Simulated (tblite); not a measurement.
# C4H9OPSi: the cost of one run

The runs use tblite 0.8.0 and PySCF 2.14.0, with density-fitted response routines of our own; the level of theory stands in each step. All values are computed, except where a source is named. Atoms count from 0, in the outputs and in this text.

**1. The starting structure**

16 atoms, charge 0, multiplicity 1; geometry from: force field or distance geometry start.

Bonds of the start (Å): C0–C1 1.35, C1–Si2 1.82, Si2–P3 2.19, Si2–C4 1.86, C4–C5 1.51, C5–O6 1.40, O6–Si2 1.70, C0–H7 1.10, C0–H8 1.08, C1–H9 1.09, P3–H10 1.44, P3–H11 1.46, C4–H12 1.10, C4–H13 1.11, C5–H14 1.10, C5–H15 1.11.

**2. Geometry optimisation with GFN2-xTB**

Job settings and geometry (Å):

```
{"job": {"kind": "relax", "xc": "GFN2-xTB", "basis": "xTB"}, "charge": 0, "multiplicity": 1}
C      2.480900     0.550500     0.374800
C      1.573100    -0.102300    -0.390200
Si    -0.177600     0.305000    -0.109400
P     -0.646400     2.414400     0.230600
C     -1.138700    -0.864400     0.967700
C     -1.049400    -1.742100    -0.255700
O     -1.278800    -0.601200    -1.030200
H      2.051600     1.279400     1.080500
H      3.547400     0.373400     0.291500
H      1.905600    -0.850700    -1.106900
H     -1.488300     3.017500    -0.765700
H     -1.144000     2.563900     1.597600
H     -0.582500    -1.201700     1.852300
H     -2.174300    -0.504100     1.143900
H     -0.024400    -2.136300    -0.335300
H     -1.861900    -2.492400    -0.289300
```

Run with:

```console
> OMP_NUM_THREADS=1 python probes_run.py task.json out
```

One launch serves the whole session: the jobs run in the order shown.

**Question.** How long does this first job take on 1 thread of Intel Xeon Platinum 8259CL at 2.50GHz, shared host, and how much memory does it need?

About 1.7 s, with a peak of 0.18 GiB.
